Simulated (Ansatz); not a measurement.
GaAg3, space group Pm-3m, a scan of the energy under strain

Program: Ansatz's Python interface.

`gaag3.py`
```python
"""A rhombohedral strain scan of GaAg3."""

import ansatz as az
import numpy as np

XC = "r2scan"
SMEARING = "methfessel_paxton"
WIDTH_EV = 0.01
EXTRA_BANDS = 12
MESH = (9, 9, 9)

VECTORS = np.array([
    [4.081295, 0.0, 0.0],
    [0.0, 4.081295, 0.0],
    [0.0, 0.0, 4.081295],
])
SITES = [
    ("Ga", (0.0, 0.0, 0.0)),
    ("Ag", (0.5, 0.0, 0.5)),
    ("Ag", (0.0, 0.5, 0.5)),
    ("Ag", (0.5, 0.5, 0.0)),
]


def crystal_on(cell):
    crystal = az.Crystal(lattice=az.Lattice.of(cell))
    for symbol, position in SITES:
        crystal = crystal.atom(symbol, position)
    return crystal


def main() -> None:
    # clamped ions: the fractional positions stay as typed
    values = np.linspace(-0.03, 0.03, 7)
    energies = []
    for d in values:
        strain = d / 2 * (np.ones((3, 3)) - np.eye(3))
        cell = VECTORS @ (np.eye(3) + strain)
        job = (
            crystal_on(cell).calculation()
            .functional(XC)
            .basis(24 * az.Ha)
            .occupations(SMEARING, width=WIDTH_EV)
            .scf(extra_bands=EXTRA_BANDS)
            .kpoints(*MESH)
        )
        rep = job.run(threads=1).report
        energies.append(rep["free_energy_ev"] / len(SITES))
        print(f"d = {d:+.4f}  F = {energies[-1]:.5f} eV/atom")
    energies = np.array(energies)

    for value, e in zip(values, energies):
        print(f"strain {value:7.3f}   E - Emin = {1000 * (e - energies.min()):9.3f} meV/atom")
    np.savetxt("strain.csv", np.column_stack([values, energies]), fmt="%.6f", delimiter=",", header="strain,energy_eV_per_atom")
    curvature = 2 * np.polyfit(values, energies, 3)[1]
    volume = abs(np.linalg.det(VECTORS)) / len(SITES)
    print(f"d2E/dd2 over the volume: {curvature / volume * 160.21766:.1f} GPa")


if __name__ == "__main__":
    main()
```

```console
$ python gaag3.py
d = -0.0300  F = -6650.49036 eV/atom
d = -0.0200  F = -6650.49334 eV/atom
d = -0.0100  F = -6650.49484 eV/atom
d = +0.0000  F = -6650.49533 eV/atom
d = +0.0100  F = -6650.49484 eV/atom
d = +0.0200  F = -6650.49338 eV/atom
d = +0.0300  F = -6650.49084 eV/atom
strain  -0.030   E - Emin =     4.972 meV/atom
strain  -0.020   E - Emin =     1.992 meV/atom
strain  -0.010   E - Emin =     0.489 meV/atom
strain   0.000   E - Emin =     0.000 meV/atom
strain   0.010   E - Emin =     0.491 meV/atom
strain   0.020   E - Emin =     1.953 meV/atom
strain   0.030   E - Emin =     4.489 meV/atom
d2E/dd2 over the volume: 99.6 GPa
```

It writes `strain.csv`:
```csv
# strain,energy_eV_per_atom
-0.030000,-6650.490359
-0.020000,-6650.493339
-0.010000,-6650.494842
0.000000,-6650.495330
0.010000,-6650.494839
0.020000,-6650.493377
0.030000,-6650.490842
```

Against the unstrained cell the energy per atom changes by +4.97 meV at one end of the scan and +4.49 meV at the other, and its second derivative over the volume is 99.6 GPa.

Reading the output:
- These settings explore the input space; cutoff and mesh may be short of convergence.
- The curvature belongs to this strain pattern and to the cell's stress; it equals a single elastic constant only for simple patterns.
- In a metal a curvature from energy changes of a few meV or less hangs on mesh and smearing, in size and even in sign.
- This cell is a computed structure, which may not be the phase found in nature.
- The ions keep their fractional positions (clamped ions).
- Run time: 3.9 min on 1 thread of Arm Neoverse V2, on a shared host, peak memory 0.81 GiB.
